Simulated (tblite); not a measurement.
# C4H6B2OS: the cost of one run

Programs: tblite 0.8.0 and PySCF 2.14.0, with density-fitted response routines of our own. Each step states its level of theory. These are calculated values for one molecule in the gas phase, unless marked as measured. Atoms are numbered from 0 throughout.

## 1. The molecule as given

14 atoms, charge 0, multiplicity 1; geometry from: force field or distance geometry start.

Bonds of the start (Å): B0–O1 1.46, O1–B2 1.44, B2–C3 1.57, C3–C4 1.38, C4–C5 1.36, C5–C6 1.36, C6–S7 1.78, S7–C3 1.86, B0–H8 1.20, B0–H9 1.20, B2–H10 1.18, C4–H11 1.09, C5–H12 1.11, C6–H13 1.10.

## 2. Relaxing the molecule with GFN2-xTB

Job settings and geometry (Å):

```
{"job": {"kind": "relax", "xc": "GFN2-xTB", "basis": "xTB"}, "charge": 0, "multiplicity": 1}
B      2.947900     0.648000     0.586500
O      2.130500    -0.525700     0.876700
B      1.278100    -0.896700    -0.225900
C     -0.241800    -0.505400    -0.116200
C     -0.852000     0.219600     0.883200
C     -2.186000     0.403300     0.731700
C     -2.751700    -0.160000    -0.370600
S     -1.536600    -1.017300    -1.350200
H      4.110800     0.536400     0.844000
H      2.445100     1.696100     0.891100
H      1.544600    -1.900300    -0.782600
H     -0.281200     0.625200     1.721100
H     -2.788700     0.978000     1.469700
H     -3.819800    -0.101800    -0.620700
```

Run with:

```
OMP_NUM_THREADS=1 python probes_run.py task.json out
```

One launch serves the whole session: the jobs run in the order shown.

Q: Estimate the wall time and peak memory of this first job on 1 thread of Arm Neoverse N1, shared host.

About 1.1 s, with a peak of 0.18 GiB.
